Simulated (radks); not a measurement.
# The Coulomb parameter U of the 5d shell of Ir

An exercise on one series of results from a longer session: the logs are not shown, and one member is left open.

The numbers are computed with radks (a radial shooting solver on a logarithmic mesh, Libxc functionals) version 1 (scalar-relativistic Kohn-Sham, PBEsol, spin-unpolarised, spherical densities, finite nucleus), except any that are marked as measured or tabulated.

### The system

```
element            : iridium (Z = 77)
charge             : 0
electrons          : 77
configuration      : [Xe] 4f14 5d8 6s1
nuclear rms radius : 5.4032 fm
```

The outer shells:

Ir
```
[Xe] core
4f [↑↓][↑↓][↑↓][↑↓][↑↓][↑↓][↑↓]
5d [↑↓][↑↓][↑↓][↑ ][↑ ]
6s [↑ ]
```

Set-up of the first run:

The run's settings:

```text
Z 77
configuration [Xe] 4f14 5d8 6s1
relativity scalar-relativistic
functional pbe_sol,pbe_sol
spin unpolarised
nucleus finite rms 5.4032 fm
c 137.035999084
```

Among the steps run: Start: [Xe] 4f14 5d8 6s1.

One of the session's tables, all rows but one given; the rest of the session is left out.

It belongs to the step «Start: [Xe] 4f14 5d8 6s1». From the orbitals of this run (lengths in bohr):

```
level     <r>  outermost maximum (interpolated)  90 % within  nodes
   4s  0.4235                             0.397        0.607      3
   4p  0.4507                             0.418        0.654      2
   4d  0.4785                             0.426        0.715      1
   5s       ?                                 ?            ?      ?
   4f  0.5355                             0.395        0.869      0
   5p   1.138                              1.00         1.66      3
   6s   2.985                              2.45         4.49      5
   5d   1.790                              1.32         2.87      2
```

**Question.** Estimate the row for 5s.

As computed: <r>: 0.9792; outermost maximum (interpolated): 0.891; 90 % within: 1.40; nodes: 4. In the column «<r>» it lies between 4f (0.5355) and 5p (1.138).
